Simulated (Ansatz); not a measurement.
# F2GeH2: the cost of one run

All numbers below are computed with Ansatz 0.2.0 (RKS B3LYP/def2-SVP).

**1. The structure to begin with**

Bond lengths: Ge1–F2 1.880 Å, Ge1–H3 1.750 Å, Ge1–F4 1.679 Å, Ge1–H5 1.549 Å. Angles: F2–Ge1–H3 41.0°, F2–Ge1–F4 122.9°, F2–Ge1–H5 122.9°, H3–Ge1–F4 122.5°, H3–Ge1–H5 122.5°, F4–Ge1–H5 109.5°.

As a file:

```xyz
5

Ge    0.0000    0.0000    0.0000
F     1.0779    0.0000    1.5402
H     1.6981    0.0000    0.4233
F    -0.7913    1.3709   -0.5594
H    -0.7300   -1.2648   -0.5162
```

**2. Pulling towards end A**

Springs on the bonds that form and break draw the guess towards this end; the thresholds are loose.

Input file input.yaml:

```yaml
crystal:
  periodic: [false, false, false]
  atoms:
    - { symbol: Ge, position_ang: [0.0, 0.0, 0.0] }
    - { symbol: F, position_ang: [1.0779, 0.0, 1.5402] }
    - { symbol: H, position_ang: [1.6981, 0.0, 0.4233] }
    - { symbol: F, position_ang: [-0.7913, 1.3709, -0.5594] }
    - { symbol: H, position_ang: [-0.73, -1.2648, -0.5162] }
basis:
  gaussian: { orbitals: def2-SVP }
hamiltonian:
  xc: b3lyp
relax:
  f_tol: 0.15
  max_steps: 25
  restrain:
    - { distance: [1, 2], at: 2.12, k: 30.0 }
    - { distance: [0, 1], at: 1.68, k: 30.0 }
    - { distance: [0, 2], at: 1.55, k: 30.0 }
output:
  orbitals: {}
```

Run with:

```bash
$ ansatz run input.yaml --threads 1 --pin off --max-ram 2048MiB --backend cpu --events-out ev --progress --plain --runs-dir out
```

Q: Estimate wall time and peak memory on 1 thread of Arm Neoverse V2, shared host.

About 12 s, with a peak of 0.13 GiB.
